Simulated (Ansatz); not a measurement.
# CH₁₀B₂Si₂: a ladder of functionals and wavefunction methods

The task here is to estimate one member of a computed series from the others.

Computed with Ansatz 0.2.0, Gaussian basis. Level: functionals in def2-TZVPP, the program's frozen cores in correlated methods.

Plan: PBE-D4, r2SCAN-D4, PBE0-D4, B3LYP-D4, ωB97X-V, ωB97M-V, B2PLYP; CCSD(T)/def2-TZVPP; MP2/def2-QZVPP; extrapolation to the limit.

### Structure used throughout

The geometry comes from an earlier relaxation with PBE0-D4 in a triple-zeta def2 set; it is a stationary point, not always the lowest conformer.

SMILES `BC([SiH3])B[SiH3]`, 15 atoms, charge 0, spin multiplicity 1.

Atoms are counted from 1 here; the program's logs count them from 0.

Bond lengths: B1–C2 1.529 Å, B1–H6 1.197 Å, B1–H7 1.198 Å, C2–Si3 1.911 Å, C2–B4 1.548 Å, C2–H8 1.091 Å, Si3–H9 1.498 Å, Si3–H10 1.479 Å, Si3–H11 1.482 Å, B4–Si5 2.025 Å, B4–H12 1.200 Å, Si5–H13 1.493 Å, Si5–H14 1.489 Å, Si5–H15 1.489 Å. Angles: C2–B1–H6 120.9°, C2–B1–H7 120.0°, H6–B1–H7 119.0°, B1–C2–Si3 108.7°, B1–C2–B4 115.1°, B1–C2–H8 117.5°, Si3–C2–B4 87.9°, Si3–C2–H8 107.4°, B4–C2–H8 115.5°, C2–Si3–H9 108.7°, C2–Si3–H10 112.7°, C2–Si3–H11 107.4°, H9–Si3–H10 108.5°, H9–Si3–H11 107.6°, H10–Si3–H11 111.7°, C2–B4–Si5 124.9°, C2–B4–H12 118.0°, Si5–B4–H12 117.1° and more.

Set-up of the first run:

The input, in.yaml:

```yaml
crystal:
  periodic: [false, false, false]
  atoms:
    - {symbol: B, position_ang: [-1.611258, -0.829759, -0.628135]}
    - {symbol: C, position_ang: [-0.582498, -0.992165, 0.490694]}
    - {symbol: Si, position_ang: [1.138193, -1.265335, -0.295147]}
    - {symbol: B, position_ang: [-0.040457, 0.332308, 1.081299]}
    - {symbol: Si, position_ang: [0.177401, 2.059325, 0.045948]}
    - {symbol: H, position_ang: [-2.588295, -1.520225, -0.670580]}
    - {symbol: H, position_ang: [-1.459372, 0.014040, -1.464905]}
    - {symbol: H, position_ang: [-0.744381, -1.795656, 1.211368]}
    - {symbol: H, position_ang: [2.136614, -0.410376, 0.422995]}
    - {symbol: H, position_ang: [1.170071, -0.918634, -1.732398]}
    - {symbol: H, position_ang: [1.511045, -2.681228, -0.063679]}
    - {symbol: H, position_ang: [0.244258, 0.353765, 2.246598]}
    - {symbol: H, position_ang: [-1.106555, 2.814582, 0.143357]}
    - {symbol: H, position_ang: [1.246750, 2.906364, 0.642233]}
    - {symbol: H, position_ang: [0.486682, 1.882196, -1.400249]}
basis:
  gaussian: {orbitals: def2-TZVPP}
hamiltonian: {xc: pbe, dispersion: d4}
output: {forces: true, orbitals: {seedname: orbitals}}
```

The run is started by

```
$ ansatz run in.yaml --threads 4 --pin off --events-out ev --progress --plain --max-ram 10444MiB
```

Among the steps run: PBE-D4 (GGA); r2SCAN-D4 (meta-GGA); PBE0-D4 (hybrid); B3LYP-D4 (hybrid); ωB97X-V (range-separated); ωB97M-V (range-separated); B2PLYP (double hybrid); CCSD(T) in def2-TZVPP; MP2 in def2-QZVPP.

One of the session's tables, all rows but one given; the rest of the session is left out.

It belongs to the step «Atomisation energies». 

| method | atomisation energy (kJ/mol) |
| --- | --- |
| PBE-D4 | 4981.6 |
| r2SCAN-D4 | 4999.9 |
| PBE0-D4 | 4969.4 |
| B3LYP-D4 | 4986.4 |
| ωB97X-V | 5002.7 |
| ωB97M-V | 4992.7 |
| B2PLYP | 4914.5 |
| HF/def2-TZVPP | 3877.9 |
| MP2/def2-TZVPP | 4862.4 |
| CCSD/def2-TZVPP | 4806.5 |
| CCSD(T)/def2-TZVPP | ? |
| MP2/CBS | 4966.2 |
| CCSD(T)/CBS | 4958.1 |

**Question.** Estimate the row for CCSD(T)/def2-TZVPP.

As computed: atomisation energy (kJ/mol): 4854.4. In the column «atomisation energy (kJ/mol)» it lies between CCSD/def2-TZVPP (4806.5) and MP2/def2-TZVPP (4862.4).
